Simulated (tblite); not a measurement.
# C4H12GeO3Si: the cost of one run

The runs use tblite 0.8.0 and PySCF 2.14.0, with density-fitted response routines of our own; the level of theory stands in each step. All values are computed, except where a source is named. Atoms count from 0, in the outputs and in this text.

## (1) The starting structure

21 atoms, charge 0, multiplicity 1; geometry from: force field or distance geometry start.

Bonds of the start (Å): C0–C1 1.51, C1–C2 1.50, C1–O3 1.40, O3–C4 1.41, C4–O5 1.27, C4–Si6 1.86, Si6–O7 1.71, O7–Ge8 1.79, C0–H9 1.14, C0–H10 1.13, C0–H11 1.08, C1–H12 1.13, C2–H13 1.13, C2–H14 1.12, C2–H15 1.10, Si6–H16 1.47, Si6–H17 1.48, Ge8–H18 1.55, Ge8–H19 1.55, Ge8–H20 1.55.

## (2) Geometry optimisation with GFN2-xTB

The job: settings as JSON, then the geometry in Å.

```
{"job": {"kind": "relax", "xc": "GFN2-xTB", "basis": "xTB"}, "charge": 0, "multiplicity": 1}
C     -2.590400     1.337000     0.387600
C     -2.075100    -0.029900     0.022100
C     -3.000000    -0.600100    -1.005100
O     -0.733000    -0.003100    -0.376600
C      0.197000    -0.741100     0.392200
O     -0.169300    -1.409200     1.406900
Si     1.988000    -0.724100    -0.126400
O      2.885700     0.444000     0.732200
Ge     4.520200     0.508800    -0.000200
H     -3.693800     1.177400     0.632000
H     -2.641800     2.027300    -0.504700
H     -2.088100     1.788700     1.234600
H     -2.149400    -0.672800     0.947100
H     -4.043100    -0.378300    -0.628500
H     -2.947800    -0.069900    -1.985800
H     -2.962600    -1.697300    -1.099900
H      2.502200    -2.087900     0.097200
H      2.062600    -0.370500    -1.565600
H      4.957100    -0.944500    -0.329600
H      4.432700     1.267700    -1.353600
H      5.539900     1.194600     0.940800
```

Launch:

```bash
$ OMP_NUM_THREADS=1 python probes_run.py task.json out
```

One launch serves the whole session: the jobs run in the order shown.

**Question.** How long does this first job take on 1 thread of Arm Neoverse V1, shared host, and how much memory does it need?

About 2.9 s, with a peak of 0.18 GiB.
